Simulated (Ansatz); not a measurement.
Write a Python script for Ansatz's Python interface that makes a check of PAW against all-electron LAPW of ScZn3, space group Fm-3m. Settings (first run): PBEsol, PAW, the default cutoff (420 eV here), 5×5×5 k-points, Gaussian smearing of 0.1 eV.

```yaml
crystal:
  lattice:
    - [0.00000, 3.15639, 3.15639]
    - [3.15639, 0.00000, 3.15639]
    - [3.15639, 3.15639, 0.00000]
  atoms:
    - { symbol: Sc, position: [0.00000, 0.00000, 0.00000] }
    - { symbol: Zn, position: [0.25000, 0.25000, 0.25000] }
    - { symbol: Zn, position: [0.75000, 0.75000, 0.75000] }
    - { symbol: Zn, position: [0.50000, 0.50000, 0.50000] }
```

`paw_lapw_sczn3.py`
```python
import ansatz as az
import numpy as np


def count_gap(report):
    # lowest empty less highest filled band, counting bands; zero where they overlap
    return max(report.get('gap_by_band_count_ev') or 0.0, 0.0)

sczn3 = (
    az.Lattice.from_parameters(4.463807, 4.463807, 4.463807, alpha=60.0, beta=60.0, gamma=60.0)
    .atom('Sc', [0.0, 0.0, 0.0])
    .atom('Zn', [0.25, 0.25, 0.25])
    .atom('Zn', [0.75, 0.75, 0.75])
    .atom('Zn', [0.5, 0.5, 0.5])
)

job = (
    sczn3.calculation()
    .functional(az.Functional.PBESOL)
    .kpoints(5, center='monkhorst-pack')
    .occupations('gaussian', width=0.1)
    .mixing('anderson', preconditioner='none')
    .stress()
    .forces()
    .band_table()
)
variants = {
    'PAW': job.pseudopotentials('paw'),
    'LAPW': job.pseudopotentials('all_electron', lapw=True),
}
rows = []
for label, variant in variants.items():
    report = variant.run(threads=1, pin='off').report
    levels = np.array(report['eigenvalues_ev'][0]) - report['fermi_energy_ev']
    print(label, 'levels at the first k-point near E_F:', np.round(levels[np.abs(levels) < 5], 3))
    rows.append((label, report['n_electrons'], np.trace(report['stress_gpa']) / 3, count_gap(report)))
print('     treatment  electrons in bands           P GPa  gap by band count eV')
for row in rows:
    print(f'{str(row[0]):>14s}  {row[1]:18.1f}  {row[2]:14.3f}  {row[3]:20.3f}')
```

```console
$ python paw_lapw_sczn3.py
DeckWarning: basis.ecutwfc = 420 eV, auto-derived from the records' recommended cutoffs: set by Sc (normal level)
PAW levels at the first k-point near E_F: [-0.939 -0.939 -0.939  1.381  1.446  1.446  2.8    2.8  ]
LAPW levels at the first k-point near E_F: [-0.939 -0.939 -0.939  1.379  1.446  1.446  2.799  2.799  2.799  4.239]
     treatment  electrons in bands           P GPa  gap by band count eV
           PAW                47.0          -2.479                 0.000
          LAPW                77.0          -2.475                 0.000
```
(Warnings from the package without file and line.)

PAW gives -2.479 GPa and LAPW -2.475 GPa, 0.004 GPa apart. They took 1.1 and 12.2 s of processor time.

The settings weren't tested for convergence. The computed bands are complete only to about 1.7 eV above the Fermi level. For a metal this k-point mesh is coarse: on a finer one energies can move by several to tens of meV an atom and pressures by half a GPa or more, differences at one mesh by less. A gap by band count of zero or less means overlapping bands, a metal, and at an odd count of electrons it is no gap at all. This cell is a computed structure, which may not be the phase found in nature. Gaps and levels are Kohn-Sham values on a finite set of k-points. Pressure is positive in compression; the treatments may keep other shells as core, so totals and counts of electrons can differ. Wall time of the script: 14 s on 1 thread of Arm Neoverse V2, with other jobs on the host, peak memory 0.5 GiB.
